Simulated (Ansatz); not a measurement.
# C3H2F4: one species, many methods

One table from this session's results is given with a row withheld; the runs are named, their logs left out.

Method: functionals in def2-TZVPP, the program's frozen cores in correlated methods; program: Ansatz 0.2.0, Gaussian basis.

The runs, in order: LDA (SPW92), PBE-D4, revPBE-D4, BLYP-D4, r2SCAN-D4, B97M-V, PBE0-D4, B3LYP-D4, r2SCANh-D4, r2SCAN0-D4, HSE06-D4, BHLYP-D4, CAM-B3LYP-D4, LC-ωPBE, ωB97X-V, ωB97M-V, B2PLYP, PBE-QIDH; CCSD(T)/def2-SVP; CCSD(T)/def2-TZVPP; MP2/def2-QZVPP; extrapolation to the limit; RPA on PBE.

## The geometry

The geometry comes from an earlier relaxation with PBE0-D4 in a triple-zeta def2 set; it is a stationary point, not always the lowest conformer.

SMILES `FCC(F)=C(F)F`, 9 atoms, charge 0, spin multiplicity 1.

Atoms are counted from 1 here; the program's logs count them from 0.

Bond lengths: F1–C2 1.384 Å, C2–C3 1.474 Å, C2–H8 1.091 Å, C2–H9 1.094 Å, C3–F4 1.338 Å, C3–C5 1.326 Å, C5–F6 1.311 Å, C5–F7 1.305 Å. Angles: F1–C2–C3 111.1°, F1–C2–H8 108.6°, F1–C2–H9 107.5°, C3–C2–H8 110.2°, C3–C2–H9 109.7°, H8–C2–H9 109.7°, C2–C3–F4 116.5°, C2–C3–C5 125.2°, F4–C3–C5 118.3°, C3–C5–F6 123.8°, C3–C5–F7 124.5°, F6–C5–F7 111.7°.

The first run:

File in.yaml:

```yaml
crystal:
  periodic: [false, false, false]
  atoms:
    - {symbol: F, position_ang: [-1.100203, -1.811753, -0.193683]}
    - {symbol: C, position_ang: [0.107053, -1.135220, -0.187703]}
    - {symbol: C, position_ang: [-0.019429, 0.170429, 0.484162]}
    - {symbol: F, position_ang: [-0.146428, 0.146268, 1.816039]}
    - {symbol: C, position_ang: [-0.011670, 1.347566, -0.125747]}
    - {symbol: F, position_ang: [0.098665, 1.495416, -1.423512]}
    - {symbol: F, position_ang: [-0.102828, 2.497048, 0.485326]}
    - {symbol: H, position_ang: [0.433471, -0.998294, -1.220029]}
    - {symbol: H, position_ang: [0.829869, -1.757660, 0.348146]}
basis:
  gaussian: {orbitals: def2-TZVPP}
hamiltonian: {xc: lda}
output: {orbitals: {seedname: orbitals}}
```

Started as:

```
$ ansatz run in.yaml --threads 4 --pin off --events-out ev --progress --plain --max-ram 10444MiB
```

Among the steps run: LDA; PBE-D4 (GGA); revPBE-D4 (GGA); BLYP-D4 (GGA); r2SCAN-D4 (meta-GGA); B97M-V (meta-GGA); B3LYP-D4 (hybrid); r2SCANh-D4 (hybrid); r2SCAN0-D4 (hybrid); HSE06-D4 (hybrid); BHLYP-D4 (hybrid); CAM-B3LYP-D4 (range-separated); LC-ωPBE (range-separated); ωB97X-V (range-separated); ωB97M-V (range-separated); B2PLYP (double hybrid); PBE-QIDH (double hybrid).

One of the session's tables, all rows but one given; the rest of the session is left out.

It belongs to the step «Orbital energies across the functionals». 

```
  functional  HOMO (eV)  gap (eV)
 LDA (SPW92)      -6.62      5.15
      PBE-D4      -6.37      5.22
   revPBE-D4      -6.28      5.25
     BLYP-D4      -6.29      5.21
   r2SCAN-D4          ?         ?
      B97M-V      -6.71      5.90
     PBE0-D4      -7.77      7.63
    B3LYP-D4      -7.58      7.13
  r2SCANh-D4      -7.16      6.61
  r2SCAN0-D4      -7.95      7.95
    HSE06-D4      -7.36      6.84
    BHLYP-D4      -9.09     10.03
CAM-B3LYP-D4      -9.21     10.16
     LC-ωPBE     -10.50     12.71
     ωB97X-V     -10.12     12.30
     ωB97M-V     -10.03     12.08
```

Q: Estimate the row for r2SCAN-D4 from the others.

Worked estimate for «HOMO (eV)». Against the share of exact exchange, r2SCANh-D4 (0.1, -7.16), r2SCAN0-D4 (0.25, -7.95) give a slope of -5.27 per unit share; at 0 the line stands at -6.63.

As computed: HOMO (eV): -6.63; gap (eV): 5.72. In «HOMO (eV)» the line misses by 0.00.
